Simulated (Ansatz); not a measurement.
# Ba3Al: the cost of one run

Method: DFT PBE, scalar-relativistic, plane waves, PAW, in Ansatz 0.2.0.

## (1) Starting point

It takes space group I4/mmm (No. 139, tetragonal). Conventional cell: a = 4.864 Å, b = 4.864 Å, c = 10.866 Å, α = 90.00°, β = 90.00°, γ = 90.00°. Ba (site symmetry 4/mmm) has 4 Al at 3.44 Å and 8 Ba at 3.65 Å as nearest neighbours. Ba (site symmetry -4m2) has 8 Ba at 3.44 to 3.65 Å and 4 Al at 3.65 Å as nearest neighbours. Around Al (site symmetry 4/mmm) lie 12 Ba at 3.44 to 3.65 Å.

Structure file:

```cif
data_structure
_symmetry_space_group_name_H-M 'P 1'
_symmetry_Int_Tables_number 1
_cell_length_a 6.4303
_cell_length_b 6.4303
_cell_length_c 6.4303
_cell_angle_alpha 135.550
_cell_angle_beta 135.550
_cell_angle_gamma 64.676
_cell_volume 128.56
loop_
_atom_site_label
_atom_site_type_symbol
_atom_site_fract_x
_atom_site_fract_y
_atom_site_fract_z
_atom_site_occupancy
Ba1 Ba 0.50000 0.50000 0.00000 1
Ba2 Ba 0.25000 0.75000 0.50000 1
Ba3 Ba 0.75000 0.25000 0.50000 1
Al1 Al 0.00000 0.00000 0.00000 1
```

This is candidate A: TiAl3 (D0_22) type (I4/mmm, No. 139).

(A quick probe on a coarse mesh, which set the mesh and smearing, is not shown.)

## (3) Rough relaxation on the coarse mesh (candidate A)

input.yaml

```yaml
crystal:
  lattice:
    - [-2.4322058082, 2.4322058082, 5.4329792078]
    - [2.4322058082, -2.4322058082, 5.4329792078]
    - [2.4322058082, 2.4322058082, -5.4329792078]
  atoms:
    - { symbol: Ba, position: [0.5, 0.5, 0.0] }
    - { symbol: Ba, position: [0.25, 0.75, 0.5] }
    - { symbol: Ba, position: [0.75, 0.25, 0.5] }
    - { symbol: Al, position: [0.0, 0.0, 0.0] }
basis:
  ecutwfc: 420
kpoints:
  mp_grid: { grid: [6, 6, 6] }
hamiltonian:
  xc: pbe
scf:
  occupations: { method: gaussian, width: 0.1 }
  lower_state_search: "off"
output:
  forces: true
  stress: true
  eigenvalues: true
relax:
  adjacent_minimum: "off"
  f_tol: 0.04
  max_steps: 70
  cell: { stress_tol: 0.4 }
```

Started as:

```
$ ansatz run input.yaml --threads 1 --pin off --max-ram 2560MiB --backend cpu --events-out ev --progress --plain --runs-dir out
```

**Question.** How long does this run take on 1 thread of Arm Neoverse V2, shared host, and how much memory does it need?

About 39 s, with a peak of 0.45 GiB.
